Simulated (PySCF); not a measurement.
# C6H10O2: the cost of one run

Programs: PySCF 2.14.0, with routines of our own; each step states its level. All values are computed. Atoms count from 0.

## 1. The starting structure

18 atoms, charge 0, multiplicity 1; geometry from: GFN2-xTB.

## 2. Magnetic properties: GIAO B3LYP/pcSseg-1

Job settings and geometry (Å):

```
{"job": {"kind": "mag", "xc": "B3LYP", "basis": "pcSseg-1", "isotopologues": 2}, "charge": 0, "multiplicity": 1}
O      0.527444    -2.501442     0.163627
C      0.262637    -1.177788     0.571660
C     -1.095426    -0.771974    -0.003574
C     -1.330941     0.721231     0.193144
C     -0.372512     1.527378    -0.680768
C      1.057078     1.081596    -0.480145
O      1.544917     0.955363     0.827574
C      1.362391    -0.228134     0.102295
H      1.333502    -2.813709     0.588822
H      0.219846    -1.120929     1.672262
H     -1.871946    -1.358712     0.487001
H     -1.102789    -1.021414    -1.066042
H     -1.167995     0.978864     1.241372
H     -2.359400     0.975772    -0.064729
H     -0.452904     2.591754    -0.449584
H     -0.620317     1.386858    -1.735731
H      1.773182     1.507971    -1.181411
H      2.284472    -0.726367    -0.197431
```

Level: GIAO B3LYP/pcSseg-1 magnetisability, rotational g tensor and spin-rotation constants, non-relativistic, gas phase.

Run with:

```console
$ OMP_NUM_THREADS=1 python excited_run.py task.json out
```

This one command runs all jobs of the session in turn.

Q: Estimate the wall time and peak memory of this first job on 1 thread of Arm Neoverse V1, shared host.

About 32 s, with a peak of 0.89 GiB.
